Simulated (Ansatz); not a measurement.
**AlH8NOSi2: a ladder of functionals and wavefunction methods**

The task here is to estimate one member of a computed series from the others.

Program: Ansatz 0.2.0, Gaussian basis. Level of theory: functionals in def2-TZVPP, the program's frozen cores in correlated methods. These are calculated values, not measurements.

Levels to be run: LDA (SPW92), PBE-D4, revPBE-D4, BLYP-D4, r2SCAN-D4, B97M-V, PBE0-D4, B3LYP-D4, r2SCANh-D4, r2SCAN0-D4, HSE06-D4, BHLYP-D4, CAM-B3LYP-D4, LC-ωPBE, ωB97X-V, ωB97M-V, B2PLYP, PBE-QIDH; CCSD(T)/def2-SVP; CCSD(T)/def2-TZVPP; MP2/def2-QZVPP; extrapolation to the limit; RPA on PBE.

**The geometry**

An earlier PBE0-D4 in a triple-zeta def2 set relaxation fixed the geometry.

SMILES `[NH2][Al]([SiH3])[SiH2]O`, 13 atoms, charge 0, spin multiplicity 1.

Atoms are counted from 1 here; the program's logs count them from 0.

Bond lengths: N1–Al2 1.772 Å, N1–H6 1.008 Å, N1–H7 1.008 Å, Al2–Si3 2.457 Å, Al2–Si4 2.469 Å, Si3–H8 1.492 Å, Si3–H9 1.492 Å, Si3–H10 1.492 Å, Si4–O5 1.666 Å, Si4–H11 1.498 Å, Si4–H12 1.490 Å, O5–H13 0.958 Å. Angles: Al2–N1–H6 125.4°, Al2–N1–H7 124.4°, H6–N1–H7 110.2°, N1–Al2–Si3 117.1°, N1–Al2–Si4 115.2°, Si3–Al2–Si4 127.6°, Al2–Si3–H8 111.5°, Al2–Si3–H9 112.6°, Al2–Si3–H10 111.4°, H8–Si3–H9 107.2°, H8–Si3–H10 106.6°, H9–Si3–H10 107.2°, Al2–Si4–O5 112.4°, Al2–Si4–H11 111.4°, Al2–Si4–H12 111.7°, O5–Si4–H11 110.4°, O5–Si4–H12 104.5°, H11–Si4–H12 106.1° and more.

The first run:

in.yaml

```yaml
crystal:
  periodic: [false, false, false]
  atoms:
    - {symbol: N, position_ang: [0.357804, 1.995491, -0.131488]}
    - {symbol: Al, position_ang: [0.265476, 0.246473, 0.137006]}
    - {symbol: Si, position_ang: [1.556954, -0.668929, 2.016589]}
    - {symbol: Si, position_ang: [-1.196188, -0.982509, -1.428386]}
    - {symbol: O, position_ang: [-2.098724, 0.037144, -2.388112]}
    - {symbol: H, position_ang: [0.901529, 2.642071, 0.417852]}
    - {symbol: H, position_ang: [-0.089172, 2.478637, -0.894933]}
    - {symbol: H, position_ang: [2.519617, -1.713844, 1.560383]}
    - {symbol: H, position_ang: [2.345786, 0.375885, 2.732841]}
    - {symbol: H, position_ang: [0.668174, -1.318908, 3.024023]}
    - {symbol: H, position_ang: [-2.089390, -1.941102, -0.702674]}
    - {symbol: H, position_ang: [-0.406619, -1.800440, -2.391095]}
    - {symbol: H, position_ang: [-2.714846, 0.615334, -1.937206]}
basis:
  gaussian: {orbitals: def2-TZVPP}
hamiltonian: {xc: lda}
output: {orbitals: {seedname: orbitals}}
```

Command:

```
ansatz run in.yaml --threads 4 --pin off --events-out ev --progress --plain --max-ram 10444MiB
```

Steps of the session up to this table: LDA; PBE-D4 (GGA); revPBE-D4 (GGA); BLYP-D4 (GGA); r2SCAN-D4 (meta-GGA); B97M-V (meta-GGA); PBE0-D4 (hybrid); B3LYP-D4 (hybrid); r2SCANh-D4 (hybrid); r2SCAN0-D4 (hybrid); HSE06-D4 (hybrid); BHLYP-D4 (hybrid); CAM-B3LYP-D4 (range-separated); LC-ωPBE (range-separated); ωB97X-V (range-separated); ωB97M-V (range-separated); B2PLYP (double hybrid); PBE-QIDH (double hybrid).

One table of the session follows, with a row left open; its other results are not shown here.

It belongs to the step «Orbital energies across the functionals». 

| functional | HOMO (eV) | LUMO (eV) | gap (eV) |
| --- | --- | --- | --- |
| LDA (SPW92) | -5.82 | -2.39 | 3.43 |
| PBE-D4 | -5.73 | -2.22 | 3.51 |
| revPBE-D4 | -5.69 | -2.13 | 3.56 |
| BLYP-D4 | -5.60 | -2.05 | 3.55 |
| r2SCAN-D4 | -5.95 | -2.05 | 3.90 |
| B97M-V | -6.02 | -2.20 | 3.82 |
| PBE0-D4 | -6.81 | -1.50 | 5.31 |
| B3LYP-D4 | -6.62 | -1.65 | 4.98 |
| r2SCANh-D4 | -6.35 | -1.80 | 4.55 |
| r2SCAN0-D4 | -6.95 | -1.42 | 5.53 |
| HSE06-D4 | -6.42 | -1.87 | 4.55 |
| BHLYP-D4 | -7.78 | -0.68 | 7.10 |
| CAM-B3LYP-D4 | -8.04 | -0.49 | 7.55 |
| LC-ωPBE | -9.29 | 0.50 | 9.80 |
| ωB97X-V | -8.99 | 0.41 | 9.40 |
| ωB97M-V | ? | ? | ? |

Q: Estimate the row for ωB97M-V from the others.

The run gave: HOMO (eV): -8.74; LUMO (eV): 0.17; gap (eV): 8.91. In the column «HOMO (eV)» it lies between ωB97X-V (-8.99) and CAM-B3LYP-D4 (-8.04).
